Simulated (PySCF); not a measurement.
# Cl3H2NTi: the cost of one run

Method: levels as typed in each script, gas phase, geometry from GFN2-xTB; program: PySCF 2.14.0.

## 1. Where the work starts

SMILES `N[Ti](Cl)(Cl)Cl`, 7 atoms, charge 0, spin multiplicity 1.

Bond lengths: N1–Ti2 1.816 Å, N1–H6 1.022 Å, N1–H7 1.022 Å, Ti2–Cl3 2.131 Å, Ti2–Cl4 2.131 Å, Ti2–Cl5 2.134 Å. Angles: Ti2–N1–H6 125.9°, Ti2–N1–H7 125.9°, H6–N1–H7 108.2°, N1–Ti2–Cl3 111.8°, N1–Ti2–Cl4 111.8°, N1–Ti2–Cl5 112.6°, Cl3–Ti2–Cl4 108.1°, Cl3–Ti2–Cl5 106.1°, Cl4–Ti2–Cl5 106.1°.

Geometry (Å):

```xyz
7
charge 0, multiplicity 1
N    -0.0001    0.0786   -2.0984
Ti   -0.0002    0.0164   -0.2838
Cl   -1.7275    0.9541    0.5394
Cl    1.7231    0.9619    0.5393
Cl    0.0047   -1.9802    0.4701
H    -0.8278    0.0880   -2.6978
H     0.8272    0.0917   -2.6978
```

## 2. Response to an electric field (PBE0/def2-svpd)

input.py

```python
import numpy as np
from pyscf import gto, scf, dft
from pyscf.scf import atom_ks, atom_hf
from scipy.linalg import block_diag

def solve(mol, dm0=None, hcore=None):
    mf = (dft.UKS if mol.spin else dft.RKS)(mol, xc='pbe0')
    mf.grids.level = 3
    mf = mf.density_fit(auxbasis='def2-universal-jkfit')
    mf.conv_tol, mf.max_cycle = 1e-8, 80
    if hcore is not None:
        mf.get_hcore = lambda *args: hcore
    mf.kernel(dm0)
    if not mf.converged:
        mf = mf.newton().run(mf.mo_coeff, mf.mo_occ, max_cycle=30)
    assert mf.converged, 'SCF not converged'
    return mf

mol = gto.M(atom='''
N     -0.00015     0.07863    -2.09842
Ti    -0.00019     0.01644    -0.28384
Cl    -1.72749     0.95410     0.53939
Cl     1.72311     0.96187     0.53929
Cl     0.00474    -1.98019     0.47009
H     -0.82785     0.08797    -2.69778
H      0.82720     0.09170    -2.69783
''', basis='def2-svpd', charge=0, spin=0, verbose=4)
field = np.array([0.0, 0.0, 0.008])  # atomic units
mol.set_common_orig(mol.atom_charges() @ mol.atom_coords() / mol.atom_charges().sum())
mf = solve(mol)
out = dict(dm0=mf.make_rdm1(), d0=mf.dip_moment(unit='AU'), e0=mf.e_tot)
for name, sign in (('p', 1), ('m', -1)):
    h = mf.get_hcore() + sign * np.einsum('x,xij->ij', field, mol.intor('int1e_r'))
    mi = solve(mol, mf.make_rdm1(), h)
    out.update({'dm' + name: mi.make_rdm1(), 'd' + name: mi.dip_moment(unit='AU'), 'e' + name: mi.e_tot})
# spherically averaged free atoms, for the promolecule
atm = atom_ks.get_atm_nrks(mol, xc='pbe0')
pro = block_diag(*[(atm[a[0]][2] * atm[a[0]][3]) @ atm[a[0]][2].T for a in mol._atom])
np.savez('result.npz', pro=pro, **out)
```

On the command line:

```
$ OMP_NUM_THREADS=1 python input.py
```

Q: Estimate wall time and peak memory on 1 thread of Intel Xeon 6975P-C (Granite Rapids), shared host.

About 29 s, with a peak of 0.75 GiB.
